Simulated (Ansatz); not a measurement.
# GaPHCl (singlet): the correlation ladder at a displaced geometry (v1), cc-pVDZ

An exercise on one series of results from a longer session: the logs are not shown, and one member is left open.

The runs use Ansatz 0.2.0, Gaussian basis; cc-pVDZ, core rule «outside noble gas», up to 24 orbitals frozen.

To be run: UHF; CCSD(T) on RHF; BCCD(T) on RHF; CISD; CCSDT(Q) on RHF.

12 further runs of the same task are left out: 6 that didn't finish, 6 set aside as unsound or not needed. Runs told in other sessions of the task aren't counted.

## What is computed

The geometry is a PBE0/def2-TZVP stationary point (not a proven minimum) with its atoms shifted at random (size 0.040 Å). No spin-orbit coupling is included. The filled d shell of Ga may be among the frozen orbitals whatever the setting's name suggests.

4 atoms, charge 0, spin multiplicity 1.

Atoms are counted from 1 here; the program's logs count them from 0.

Bond lengths: Cl1–Ga2 2.123 Å, Ga2–P3 2.178 Å, P3–H4 1.380 Å. Angles: Cl1–Ga2–P3 178.6°, Ga2–P3–H4 83.1°.

The first run:

The input, in.yaml:

```yaml
crystal:
  periodic: [false, false, false]
  atoms:
    - {symbol: Cl, position_ang: [0.002330, -0.314176, 2.641862]}
    - {symbol: Ga, position_ang: [0.001524, -0.342435, 0.519292]}
    - {symbol: P, position_ang: [0.049460, -0.355212, -1.657797]}
    - {symbol: H, position_ang: [-0.053313, 1.011823, -1.503356]}
basis:
  gaussian: {orbitals: cc-pVDZ}
magnetization: {spin_polarized: true, initial_magnetization: 0}
hamiltonian: {xc: hf}
output: {orbitals: {seedname: orbitals}}
```

On the command line:

```console
$ ansatz run in.yaml --threads 1 --pin off --events-out ev --progress --plain --max-ram 2393MiB
```

Steps of the session up to this table: UHF; CCSD(T) on RHF; BCCD(T) on RHF; CISD; CCSDT(Q) on RHF.

One of the session's tables, all rows but one given; the rest of the session is left out.

```
   method  from RCCSDT(Q) (meV)
      RHF               +9567.7
     RMP2               +1268.9
    RCCSD                +388.8
 RCCSD(T)                     ?
  BCCD(T)                 +63.2
   RCCSDT                 +30.6
RCCSDT(Q)                     0
```

Estimate the missing values for RCCSD(T).

**Answer.** from RCCSDT(Q) (meV): +64.3. In the column «from RCCSDT(Q) (meV)» it lies between BCCD(T) (+63.2) and RCCSD (+388.8).

Not comparable, so not listed: CISD (they don't share determinant, frozen orbitals or solution with the rows shown, or repeat one).
